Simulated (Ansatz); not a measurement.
# Pb (Pb, hcp): the cost of one run

Method: DFT r2SCAN, plane waves (500 eV) with PAW, scalar-relativistic; PBE-made PAW files, in Ansatz 0.2.0.

**1. The structure to begin with**

The structure is hexagonal, space group P6_3/mmc (No. 194). Conventional cell: a = 3.501 Å, b = 3.501 Å, c = 5.716 Å, α = 90.00°, β = 90.00°, γ = 120.00°. Around Pb (site symmetry -6m2) lie 12 Pb at 3.50 Å.

As a file:

```cif
data_structure
_symmetry_space_group_name_H-M 'P6_3/mmc'
_symmetry_Int_Tables_number 194
_cell_length_a 3.5005
_cell_length_b 3.5005
_cell_length_c 5.7164
_cell_angle_alpha 90.000
_cell_angle_beta 90.000
_cell_angle_gamma 120.000
_cell_volume 60.66
loop_
_atom_site_label
_atom_site_type_symbol
_atom_site_symmetry_multiplicity
_atom_site_Wyckoff_symbol
_atom_site_fract_x
_atom_site_fract_y
_atom_site_fract_z
_atom_site_occupancy
Pb1 Pb 2 c 0.33333 0.66667 0.25000 1
```

**2. Relaxing cell and atoms**

input.yaml reads:

```yaml
crystal:
  lattice:
    - [3.5005272341, 0.0, 0.0]
    - [-1.7502636171, 3.0315455114, 0.0]
    - [0.0, 0.0, 5.7163609733]
  atoms:
    - { symbol: Pb, position: [0.3333333333, 0.6666666667, 0.25] }
    - { symbol: Pb, position: [0.6666666667, 0.3333333333, 0.75] }
hamiltonian:
  xc: r2scan
  pseudopotentials:
    kind: paw
    azcp:
      Pb: "pseudopotentials/Pb.paw.azcp"
basis:
  ecutwfc: 500
  fft_grid_basis: typed
kpoints:
  mp_grid: { grid: [10, 10, 6], shift: [0, 0, 0] }
magnetization:
  spin_polarized: false
scf:
  occupations: { method: fermi_dirac, width: 0.1 }
relax:
  max_steps: 60
  f_tol: 0.01
  cell: {}
output:
  write_density: true
  write_potential: true
  elf: true
  volumetric_format: npy
```

Run with:

```sh
$ ansatz run input.yaml --threads 1 --pin off --max-ram 3584MiB --backend cpu --events-out ev --progress --plain --runs-dir out
```

What time and memory should one allow on 1 thread of Intel Xeon Platinum 8259CL at 2.50GHz (Skylake/Cascade Lake), shared host?

About 44 s, with a peak of 0.71 GiB.
